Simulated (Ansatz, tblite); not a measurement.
# Trans-NiH2(NH3)2 (NiN2H8): rung by rung

The task here is to estimate one member of a computed series from the others.

The runs use Ansatz 0.2.0, Gaussian basis; as each input shows.

Plan: GFN1-xTB, GFN2-xTB, PBE-D4/def2-TZVP, r2SCAN-D4/def2-TZVP, B2PLYP/def2-TZVP, PBE-QIDH/def2-TZVP, LDA/def2-TZVP, PBE-D4/def2-SVP, PBE0-D4/def2-SVP, HF/STO-3G, CCSD(T)/def2-TZVP, RPA/def2-TZVP.

2 further runs of the same task are left out: 2 set aside as unsound or not needed.

**The relaxed structure**

The geometry is that of the singlet, from an earlier relaxation (B3LYP-D4/def2-SVP).

11 atoms, charge 0, spin multiplicity 1.

Bond lengths: N1–Ni3 1.921 Å, N1–H5 1.020 Å, N1–H6 1.022 Å, N1–H7 1.023 Å, N2–Ni3 1.921 Å, N2–H9 1.022 Å, N2–H10 1.023 Å, N2–H11 1.020 Å, Ni3–H4 1.563 Å, Ni3–H8 1.563 Å. Angles: Ni3–N1–H5 114.2°, Ni3–N1–H6 109.9°, Ni3–N1–H7 109.5°, H5–N1–H6 108.5°, H5–N1–H7 108.3°, H6–N1–H7 106.1°, Ni3–N2–H9 109.8°, Ni3–N2–H10 109.6°, Ni3–N2–H11 114.2°, H9–N2–H10 106.1°, H9–N2–H11 108.5°, H10–N2–H11 108.3°, N1–Ni3–N2 179.9°, N1–Ni3–H4 88.5°, N1–Ni3–H8 91.5°, N2–Ni3–H4 91.5°, N2–Ni3–H8 88.5°, H4–Ni3–H8 179.7°.

Coordinates:

| atom | x (Å) | y (Å) | z (Å) |
| --- | --- | --- | --- |
| N1 | -0.02234 | 1.92073 | -0.01336 |
| N2 | 0.02329 | -1.92077 | 0.00958 |
| Ni3 | 0.00075 | -0.00001 | -0.00296 |
| H4 | 1.51992 | 0.06041 | 0.35963 |
| H5 | -0.92326 | 2.32615 | -0.26684 |
| H6 | 0.68565 | 2.27333 | -0.66107 |
| H7 | 0.23905 | 2.27062 | 0.91124 |
| H8 | -1.52005 | -0.06021 | -0.35861 |
| H9 | -0.30968 | -2.27663 | -0.88907 |
| H10 | -0.63313 | -2.26722 | 0.71296 |
| H11 | 0.93981 | -2.32641 | 0.19849 |

No spin-orbit coupling is included.

PBE0-D4/def2-TZVP was run before; its log isn't repeated, and its numbers join the tables.

Set-up of the first run:

Tight binding, by tblite at 300 K electronic temperature and without a spin-polarisation term:

```python
tblite.interface.Calculator('GFN1-xTB', numbers, positions, charge=0, uhf=0).singlepoint()
```

Tight binding, by tblite at 300 K electronic temperature and without a spin-polarisation term:

```python
tblite.interface.Calculator('GFN2-xTB', numbers, positions, charge=0, uhf=0).singlepoint()
```

start.molden holds the orbitals of an earlier run on this state, given as this run's starting guess.

The input, in.yaml:

```yaml
crystal:
  periodic: [false, false, false]
  atoms:
    - {symbol: N, position_ang: [-0.022344, 1.920730, -0.013357]}
    - {symbol: N, position_ang: [0.023287, -1.920766, 0.009580]}
    - {symbol: Ni, position_ang: [0.000753, -0.000012, -0.002956]}
    - {symbol: H, position_ang: [1.519919, 0.060407, 0.359628]}
    - {symbol: H, position_ang: [-0.923263, 2.326148, -0.266841]}
    - {symbol: H, position_ang: [0.685649, 2.273329, -0.661070]}
    - {symbol: H, position_ang: [0.239048, 2.270624, 0.911244]}
    - {symbol: H, position_ang: [-1.520046, -0.060207, -0.358605]}
    - {symbol: H, position_ang: [-0.309681, -2.276630, -0.889074]}
    - {symbol: H, position_ang: [-0.633134, -2.267220, 0.712964]}
    - {symbol: H, position_ang: [0.939812, -2.326414, 0.198488]}
basis:
  gaussian: {orbitals: def2-TZVP, initial_orbitals: start.molden}
hamiltonian: {xc: pbe, dispersion: d4}
scf: {omitted_lower_state_checks: [starts]}
output: {forces: true, orbitals: {seedname: orbitals}}
```

On the command line:

```bash
$ ansatz run in.yaml --threads 2 --pin off --events-out ev --progress --plain --max-ram 4352MiB
```

Among the steps run: PBE-D4/def2-TZVP; r2SCAN-D4/def2-TZVP; B2PLYP/def2-TZVP; PBE-QIDH/def2-TZVP; LDA/def2-TZVP; PBE-D4/def2-SVP; PBE0-D4/def2-SVP; HF/STO-3G; CCSD(T)/def2-TZVP; RPA/def2-TZVP.

One table of the session follows, with a row left open; its other results are not shown here.

It belongs to the step «Binding energy». 

```
              level  binding an atom (eV)
       HF/def2-TZVP                 1.770
      LDA/def2-TZVP                 3.515
    PBE-D4/def2-SVP                 3.094
   PBE-D4/def2-TZVP                 3.066
r2SCAN-D4/def2-TZVP                 3.003
   PBE0-D4/def2-SVP                 2.950
  PBE0-D4/def2-TZVP                 2.935
      MP2/def2-TZVP                 2.820
     CCSD/def2-TZVP                 2.793
  CCSD(T)/def2-TZVP                     ?
```

**Question.** Estimate the row for CCSD(T)/def2-TZVP.

As computed: binding an atom (eV): 2.854. In the column «binding an atom (eV)» it lies between MP2/def2-TZVP (2.820) and PBE0-D4/def2-TZVP (2.935).

Caveats from the session: Free atoms were run apart at each level; binding is atoms less cluster, divided by the number of atoms, without zero-point or spin-orbit terms.
